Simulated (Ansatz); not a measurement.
# CH6Si + H5NSi: molecular dynamics, part 2 of 2

The plan is to follow the two partners and see whether they stay together, part or react. The start is relaxed first. Runs: 120 steps of 2 fs at constant energy, with velocities drawn for 2000 K. SMILES of the start: [SiH3]N.C[SiH3].

Ansatz 0.2.0; UKS B3LYP/STO-3G.

## (7) Snapshots as a file

Positions (Å) and forces (eV/Å):

```xyz
15
time_fs=34.0 T=842 dE=2.2871
Si   -0.521   -0.793   -3.336   -0.216    2.213   -2.670
N     0.255    0.774   -2.716   -5.348   -1.819   -2.128
H     0.250   -0.956   -4.646   -0.639   -0.636    1.655
H    -0.689   -2.083   -2.586    0.507    1.127   -0.201
H    -1.948   -0.432   -3.946    2.386   -0.387    1.632
H     1.099    0.969   -2.240    2.161   -0.048    1.474
H    -0.497    1.499   -2.548    1.148   -0.450    0.234
C     0.997   -0.262    3.049    7.864    0.346   -1.351
Si   -0.334    0.626    2.426   -5.524   -1.219   -1.173
H     1.263   -1.056    2.275   -0.107    0.770    1.592
H     0.764   -0.663    3.971   -0.523   -1.766    2.587
H     1.999    0.390    3.258   -2.751   -1.882   -0.869
H    -0.207    0.735    1.010   -0.149    0.357   -0.471
H    -0.598    1.828    3.062   -0.198    1.617    0.608
H    -1.499   -0.352    2.789    1.389    1.777   -0.922
15
time_fs=68.0 T=1025 dE=1.9217
Si   -0.627   -0.836   -3.559    1.602    1.435   -3.114
N     0.337    0.941   -3.066   -3.523   -3.351    0.209
H     0.422   -1.701   -4.233   -0.859    0.685    1.158
H    -1.301   -1.556   -2.501    0.212    0.212    0.335
H    -1.627   -0.769   -4.728    1.057    0.520    1.732
H     1.328    0.581   -3.070    0.891   -0.451   -0.004
H     0.095    0.725   -2.020    0.620    0.951   -0.318
C     1.123   -0.230    3.410    2.065    4.579   -3.107
Si   -0.371    0.610    2.628   -0.938   -3.765   -1.034
H     1.847   -0.702    2.726   -0.441    0.049   -0.150
H     0.982   -0.856    4.180   -1.097   -3.026    3.728
H     1.676    0.688    3.829   -0.582   -1.584   -0.459
H     0.191    1.226    1.484   -0.149    0.629   -0.712
H    -0.735    1.482    3.622   -0.935    1.700    1.200
H    -1.597   -0.299    2.255    2.077    1.417    0.535
15
time_fs=102.0 T=1375 dE=1.2210
Si   -0.650   -0.776   -3.771    1.830    1.586    2.438
N     0.386    0.647   -3.383    0.453   -0.811   -2.470
H    -0.136   -2.082   -3.510    0.840   -0.270   -0.134
H    -1.654   -0.674   -2.827   -1.818   -0.050    1.042
H    -1.162   -0.735   -5.033   -0.738    0.251   -2.377
H     0.354    1.466   -4.033   -0.079   -0.619   -0.514
H     0.332    1.104   -2.487   -0.487   -0.086    2.014
C     1.260   -0.172    3.804   -3.345   -0.459   -0.466
Si   -0.387    0.623    2.824    2.921   -3.939   -0.072
H     1.994   -0.578    3.080   -0.237    0.273    0.183
H     0.887   -1.071    4.475    1.004    2.357   -1.275
H     1.702    0.660    4.374    0.193   -0.535    0.341
H    -0.023    1.690    1.951    0.022    0.619   -0.006
H    -1.405    0.893    3.760   -0.672    0.525    0.549
H    -0.826   -0.516    1.945    0.114    1.160    0.746
15
time_fs=138.0 T=964 dE=1.9920
Si   -0.674   -0.728   -3.983   -2.267   -0.816    2.136
N     0.319    0.534   -3.728   -0.811    3.230   -1.278
H    -0.473   -1.562   -2.885    0.745   -1.762    0.449
H    -1.993   -0.364   -3.742   -1.730    0.722    0.115
H    -0.737   -1.107   -5.270    0.325   -1.779   -3.056
H     0.140    1.365   -4.336    1.254   -0.206    0.827
H     1.191    0.383   -3.297    2.483    0.610    0.807
C     1.242   -0.059    4.128    0.764    0.397    2.513
Si   -0.354    0.584    3.059    3.646   -3.087   -1.149
H     2.262   -0.158    3.653   -1.516   -0.166   -0.795
H     1.161   -0.998    4.805   -0.754    1.063   -1.976
H     1.559    0.641    4.951   -0.943    0.355   -0.663
H    -0.408    1.942    2.647    0.444    0.704    0.067
H    -1.602    0.291    3.611   -1.050   -0.420    0.880
H    -0.160   -0.290    1.831   -0.590    1.153    1.124
15
time_fs=172.0 T=1274 dE=1.4941
Si   -0.782   -0.757   -4.168   -0.663    1.783   -2.075
N     0.459    0.568   -4.025   -4.006    1.289    1.203
H    -1.060   -1.322   -2.877    0.215   -0.577    0.041
H    -2.102   -0.369   -4.797    1.209    0.155    1.044
H    -0.257   -1.508   -5.296    0.098   -0.994    0.735
H     0.141    1.461   -4.551    1.050   -1.480    0.435
H     1.319    0.199   -4.383    2.098   -0.176   -1.385
C     1.212    0.071    4.443   -3.688   -4.334   -2.420
Si   -0.267    0.525    3.283   -0.168   -0.454    0.650
H     2.078    0.542    4.088    2.301    0.038   -0.405
H     1.143   -1.052    4.785    1.176    2.524   -1.338
H     0.813    0.585    5.212   -0.638    2.391    4.263
H    -0.565    1.936    3.452    0.389   -0.075   -0.255
H    -1.511   -0.099    3.743    0.585   -0.116   -0.153
H    -0.060    0.189    1.906    0.044    0.025   -0.341
15
time_fs=206.0 T=1221 dE=1.5503
Si   -0.861   -0.743   -4.343    1.055   -0.714   -2.663
N     0.517    0.534   -4.560    0.896   -3.269    0.207
H    -1.304   -0.922   -2.924   -0.122    0.274   -1.083
H    -1.856   -0.331   -5.475    0.914   -0.531    2.276
H    -0.323   -2.147   -4.875   -0.756    2.535    1.196
H     0.386    1.330   -3.906   -0.514    0.720    0.879
H     1.398    0.036   -4.093   -1.473    0.986   -0.811
C     1.081    0.192    4.695    4.724   -1.987    2.931
Si   -0.192    0.498    3.545   -5.074    0.333   -1.171
H     1.880    0.929    4.814   -0.454    0.980   -0.335
H     1.785   -0.714    4.507   -2.217    1.010    0.222
H     0.646    0.118    5.690    0.168   -0.509    0.511
H    -0.846    1.829    3.610    0.642   -0.767    0.227
H    -1.322   -0.516    3.614    1.341    1.037    0.182
H     0.357    0.354    2.310    0.871   -0.098   -2.568
15
time_fs=240.0 T=1344 dE=1.3122
Si   -0.894   -0.697   -4.590    0.392   -1.139    1.691
N     0.566    0.376   -4.692    1.324   -1.500   -2.434
H    -1.602   -0.391   -3.372   -0.326    0.505   -0.172
H    -1.690   -0.399   -5.756   -0.398   -0.614   -0.151
H    -0.508   -2.130   -4.245   -0.247    1.476   -1.254
H     0.222    1.251   -5.157   -0.739    1.029    0.375
H     0.982   -0.012   -5.659   -0.005    0.243    1.944
C     1.099    0.264    5.034   -1.137    1.258    4.194
Si   -0.157    0.473    3.767   -3.989   -0.657   -1.154
H     1.401    1.308    5.418   -0.525   -1.814   -0.273
H     2.005   -0.168    4.635    0.358   -0.965    0.231
H     0.532   -0.318    5.900    2.444    1.123   -1.637
H    -1.089    1.642    3.934    0.781   -1.191    0.238
H    -0.951   -0.804    3.448    0.932    1.654    0.749
H     0.543    0.732    2.629    1.135    0.593   -2.348
```

## (8) Summary of results

The summary covers parts 1 to 2.

```
                          quantity                            value
           relaxation of the start         32 moves, 0.189 eV lower
                            length                120 steps of 2 fs
  temperature, first and last step                  2000 and 1344 K
          temperature, second half  mean 1173 K, from 722 to 1544 K
     potential energy, second half     +109 meV/atom from the start
largest change of the total energy                   32.67 meV/atom
            bonds formed or broken                                0
```

What this shows: The temperature starts at 2000 K and averages 1173 K in the second half, where it ranges from 722 to 1544 K. About half is expected from a start at a minimum: kinetic energy passes into potential energy until both shares match. The total energy strays from its start by at most 32.67 meV/atom, 25 % of the mean kinetic energy, which is poor: the step of 2 fs is too long for the fastest motion. No bond forms or breaks. The partners' closest contact goes from 2.16 to 6.47 Å: they drift apart. 240 fs on 15 atoms is far too short and small for converged averages. The nuclei move classically, without zero-point motion, which matters most for hydrogen. The basis is very small, so the numbers are rough.
